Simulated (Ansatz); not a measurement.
# C2H6BF: up Jacob's ladder to CCSD(T)

The task here is to estimate one member of a computed series from the others.

Program: Ansatz 0.2.0, Gaussian basis. Level of theory: functionals in def2-TZVPP, the program's frozen cores in correlated methods. These are calculated values, not measurements.

Levels to be run: LDA (SPW92), PBE-D4, revPBE-D4, BLYP-D4, r2SCAN-D4, B97M-V, PBE0-D4, B3LYP-D4, r2SCANh-D4, r2SCAN0-D4, HSE06-D4, BHLYP-D4, CAM-B3LYP-D4, LC-ωPBE, ωB97X-V, ωB97M-V, B2PLYP, PBE-QIDH; CCSD(T)/def2-SVP; CCSD(T)/def2-TZVPP; MP2/def2-QZVPP; extrapolation to the limit; RPA on PBE.

## Structure used throughout

The geometry comes from an earlier relaxation with PBE0-D4 in a triple-zeta def2 set; it is a stationary point, not always the lowest conformer.

SMILES `BC(C)F`, 10 atoms, charge 0, spin multiplicity 1.

Atoms are counted from 1 here; the program's logs count them from 0.

Bond lengths: B1–C2 1.555 Å, B1–H5 1.193 Å, B1–H6 1.196 Å, C2–C3 1.521 Å, C2–F4 1.398 Å, C2–H7 1.104 Å, C3–H8 1.091 Å, C3–H9 1.092 Å, C3–H10 1.092 Å. Angles: C2–B1–H5 121.7°, C2–B1–H6 117.8°, H5–B1–H6 120.4°, B1–C2–C3 113.8°, B1–C2–F4 113.2°, B1–C2–H7 106.7°, C3–C2–F4 108.5°, C3–C2–H7 108.0°, F4–C2–H7 106.2°, C2–C3–H8 109.9°, C2–C3–H9 111.1°, C2–C3–H10 110.4°, H8–C3–H9 108.2°, H8–C3–H10 108.7°, H9–C3–H10 108.5°.

As a file:

| atom | x (Å) | y (Å) | z (Å) |
| --- | --- | --- | --- |
| B1 | -0.6361 | 1.1596 | -0.5814 |
| C2 | -0.0357 | -0.2725 | -0.5084 |
| C3 | 0.5409 | -0.6277 | 0.8540 |
| F4 | -0.9429 | -1.2690 | -0.8792 |
| H5 | -1.7709 | 1.3493 | -0.8981 |
| H6 | 0.0823 | 2.0800 | -0.3200 |
| H7 | 0.7841 | -0.3110 | -1.2473 |
| H8 | 0.9543 | -1.6376 | 0.8308 |
| H9 | -0.2287 | -0.5922 | 1.6278 |
| H10 | 1.3356 | 0.0699 | 1.1247 |

The first run:

Input file in.yaml:

```yaml
crystal:
  periodic: [false, false, false]
  atoms:
    - {symbol: B, position_ang: [-0.636103, 1.159640, -0.581432]}
    - {symbol: C, position_ang: [-0.035704, -0.272484, -0.508401]}
    - {symbol: C, position_ang: [0.540941, -0.627747, 0.854025]}
    - {symbol: F, position_ang: [-0.942858, -1.268990, -0.879214]}
    - {symbol: H, position_ang: [-1.770901, 1.349280, -0.898075]}
    - {symbol: H, position_ang: [0.082283, 2.079992, -0.319987]}
    - {symbol: H, position_ang: [0.784134, -0.311000, -1.247306]}
    - {symbol: H, position_ang: [0.954336, -1.637585, 0.830794]}
    - {symbol: H, position_ang: [-0.228743, -0.592223, 1.627847]}
    - {symbol: H, position_ang: [1.335615, 0.069917, 1.124748]}
basis:
  gaussian: {orbitals: def2-TZVPP}
hamiltonian: {xc: lda}
output: {orbitals: {seedname: orbitals}}
```

Command:

```console
> ansatz run in.yaml --threads 2 --pin off --events-out ev --progress --plain --max-ram 4352MiB
```

Steps of the session up to this table: LDA; PBE-D4 (GGA); revPBE-D4 (GGA); BLYP-D4 (GGA); r2SCAN-D4 (meta-GGA); B97M-V (meta-GGA); PBE0-D4 (hybrid); B3LYP-D4 (hybrid); r2SCANh-D4 (hybrid); r2SCAN0-D4 (hybrid); HSE06-D4 (hybrid); BHLYP-D4 (hybrid); CAM-B3LYP-D4 (range-separated); LC-ωPBE (range-separated); ωB97X-V (range-separated); ωB97M-V (range-separated); B2PLYP (double hybrid); PBE-QIDH (double hybrid).

One table of the session follows, with a row left open; its other results are not shown here.

It belongs to the step «Orbital energies across the functionals». 

```
  functional  HOMO (eV)  LUMO (eV)  gap (eV)
 LDA (SPW92)      -7.20      -3.05      4.15
      PBE-D4      -7.09      -2.75      4.34
   revPBE-D4          ?          ?         ?
     BLYP-D4      -7.04      -2.62      4.42
   r2SCAN-D4      -7.41      -2.33      5.08
      B97M-V      -7.59      -2.47      5.12
     PBE0-D4      -8.66      -1.71      6.94
    B3LYP-D4      -8.46      -1.97      6.49
  r2SCANh-D4      -8.00      -1.98      6.02
  r2SCAN0-D4      -8.87      -1.47      7.40
    HSE06-D4      -8.25      -2.10      6.15
    BHLYP-D4     -10.18      -0.70      9.47
CAM-B3LYP-D4     -10.16      -0.65      9.51
     LC-ωPBE     -11.47       0.63     12.09
     ωB97X-V     -11.14       0.49     11.63
     ωB97M-V     -11.04       0.20     11.24
```

**Question.** Estimate the row for revPBE-D4.

As computed: HOMO (eV): -7.03; LUMO (eV): -2.61; gap (eV): 4.42. In the column «HOMO (eV)» it is the highest.
